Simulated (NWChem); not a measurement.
# BSiH4O2F (SMILES O[SiH2]B(O)F) at HF/STO-3G

Aim: the vertical singlet–triplet gap of BSiH4O2F at HF/STO-3G, from 2 runs. 

The calculation is run with NWChem 7.3.0.

4 further runs of the same task are left out: 1 that didn't finish, 3 set aside as unsound or not needed.

## Step 1: The structure to begin with

BSiH4O2F has 9 atoms, charge 0, and is taken as a singlet. As SMILES, `O[SiH2]B(O)F`. The shape is that of a PBE0-D4/def2-TZVP optimisation. This is one conformer, not always the lowest.

Bond lengths: O1–Si2 1.653 Å, Si2–B3 2.035 Å, B3–O4 1.347 Å, B3–F5 1.342 Å, O1–H6 0.958 Å, Si2–H7 1.484 Å, Si2–H8 1.493 Å, O4–H9 0.965 Å. Some angles: O1–Si2–B3 110.9°, Si2–B3–O4 121.6°, Si2–B3–F5 119.7°, O4–B3–F5 118.7°, O1–Si2–H7 106.4°, O1–Si2–H8 111.4°, B3–Si2–H7 111.6°, B3–Si2–H8 108.7°, Si2–O1–H6 117.1°, B3–O4–H9 113.7°.

## Step 2: Energy and gradient at HF/STO-3G

Contents of test.nw:

```
start test
title "BFH4O2Si gradient"
memory 2200 mb
geometry noautosym nocenter noautoz
O     1.152500    0.650100    1.703000
Si    0.837600   -0.439800    0.500200
B    -0.701500    0.194000   -0.670900
O    -0.968000   -0.381600   -1.859000
F    -1.488500    1.196900   -0.250400
H     0.401000    1.098100    2.092900
H     2.093300   -0.579800   -0.278100
H     0.493300   -1.781600    1.056300
H    -1.731300   -0.002600   -2.311100
end
basis spherical bse
* library STO-3G
end
scf
thresh 1e-08
maxiter 80
end
task scf gradient
```

On the command line:

```
nwchem test.nw > test.out
```

Output (excerpt; [...] marks lines left out):

```text
[...]
  functions       =    33
[...]
  wavefunction    = RHF
[...]
         Total SCF energy =   -558.136220134751
      One-electron energy =  -1207.589898549487
      Two-electron energy =    434.097133778744
 Nuclear repulsion energy =    215.356544635992
        Time for solution =      1.4s
[...]
                         RHF ENERGY GRADIENTS
    atom               coordinates                        gradient
                 x          y          z           x          y          z
   1 O       2.177909   1.228511   3.218203   -0.043510  -0.000186  -0.007389
   2 Si      1.582834  -0.831101   0.945241    0.010476   0.034196   0.030936
   3 B      -1.325643   0.366607  -1.267817    0.000848  -0.013029  -0.019028
   4 O      -1.829255  -0.721119  -3.513001   -0.022559   0.011810  -0.012610
   5 F      -2.812857   2.261813  -0.473187   -0.012446   0.018607   0.010818
   6 H       0.757780   2.075108   3.955008    0.030416  -0.005894  -0.003811
   7 H       3.955763  -1.095663  -0.525533    0.025664  -0.003438  -0.018044
   8 H       0.932202  -3.366736   1.996118   -0.008810  -0.029922   0.010054
   9 H      -3.271683  -0.004913  -4.367346    0.019922  -0.012146   0.009074
[...]
```

Run time: 2.5 s. Hardware: 1 thread of AMD EPYC 9R45 (Zen 5), shared host; peak memory 0.099 GiB.

## Step 3: The triplet: the energy at UHF/STO-3G

Contents of struct.nw:

```
start struct
memory 2200 mb

geometry units angstrom noautosym nocenter noautoz
 O        1.152500       0.650100       1.703000
 Si       0.837600      -0.439800       0.500200
 B       -0.701500       0.194000      -0.670900
 O       -0.968000      -0.381600      -1.859000
 F       -1.488500       1.196900      -0.250400
 H        0.401000       1.098100       2.092900
 H        2.093300      -0.579800      -0.278100
 H        0.493300      -1.781600       1.056300
 H       -1.731300      -0.002600      -2.311100
end

basis "ao basis" spherical bse
 * library STO-3G
end

scf
 nopen 2
 uhf
 thresh 1e-08
 maxiter 80
end

task scf energy
```

On the command line:

```
nwchem struct.nw > struct.out
```

Output (excerpt; [...] marks lines left out):

```text
[...]
  functions       =    33
[...]
  wavefunction    = UHF
[...]
         Total SCF energy =   -557.873041187947
      One electron energy =  -1207.198182543048
      Two electron energy =    433.968596719109
 Nuclear repulsion energy =    215.356544635992
                       Sz =      1.0000
                 Sz(Sz+1) =      2.0000
                      S^2 =      2.0113
[...]
```

Wall time 3.3 s (1 thread of AMD EPYC 9R45 (Zen 5), shared host); peak memory 0.099 GiB.

## Step 4: What came out

At HF/STO-3G:

| quantity | value |
| --- | --- |
| singlet: total energy | -558.13622 Eh |
| singlet: dipole moment | 2.45 D |
| singlet: HOMO energy | -8.26 eV |
| singlet: LUMO energy | 8.50 eV |
| singlet: HOMO–LUMO gap | 16.76 eV |
| singlet: largest force on an atom | 2.432 eV/Å |
| triplet: total energy | -557.87304 Eh |
| triplet: dipole moment | 2.21 D |
| triplet: HOMO energy (highest over α and β) | -1.67 eV |
| triplet: LUMO energy (lowest over α and β) | 0.82 eV |
| triplet: ⟨S²⟩ | 2.011 |
| vertical energy of the triplet above the singlet | 7.161 eV |

What this shows: At this shape the triplet lies 7.16 eV (165 kcal/mol) above the singlet. The largest force (singlet) is 2.43 eV/Å: the shape isn't a stationary point for this species at this level. In a minimal basis such a difference can be off by several eV, whatever the method. Mulliken charges (singlet) run from -0.50 on O1 to +0.74 on Si2; they depend strongly on the basis.
